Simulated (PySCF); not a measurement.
# Al2F4H2 ((F2Al-mu-H)2): the cost of one run

Programs: PySCF 2.14.0, with density-fitted response routines of our own. Each step states its level of theory. These are calculated values for one molecule in the gas phase, unless marked as measured. Atoms are numbered from 0 throughout.

## (1) The molecule as given

8 atoms, charge 0, multiplicity 1; geometry from: GFN2-xTB. The atoms were then displaced at random by about 0.03 Å, so the start is not that level's minimum.

Bonds of the start (Å): Al0–F1 1.56, Al0–F2 1.72, Al0–H3 1.85, Al0–H7 1.77, H3–Al4 1.67, Al4–F5 1.63, Al4–F6 1.68, Al4–H7 1.75.

## (2) Optimising the geometry at PBE0-D3(BJ)/def2-SVP

What the job is given:

```
{"job": {"xc": "PBE0", "basis": "def2-SVP", "d3": "d3bj", "grid": 1, "maxiter": 40, "shake": 0.03, "kind": "geom"}, "charge": 0, "multiplicity": 1}
Al    -0.393350    -1.184920     0.430360
F      0.267370    -1.804410     1.695640
F     -1.825600    -1.737950    -0.354050
H     -0.635350     0.620890     0.737000
Al     0.445030     1.089460    -0.449880
F     -0.281240     1.812900    -1.715180
F      1.789630     1.715450     0.341990
H      0.771740    -0.597070    -0.769590
```

On the command line:

```console
$ OMP_NUM_THREADS=1 python probes_run.py task.json out
```

One launch serves the whole session: the jobs run in the order shown.

**Question.** How long does this first job take on 1 thread of Arm Neoverse V2, shared host, and how much memory does it need?

About 57 s, with a peak of 0.39 GiB.
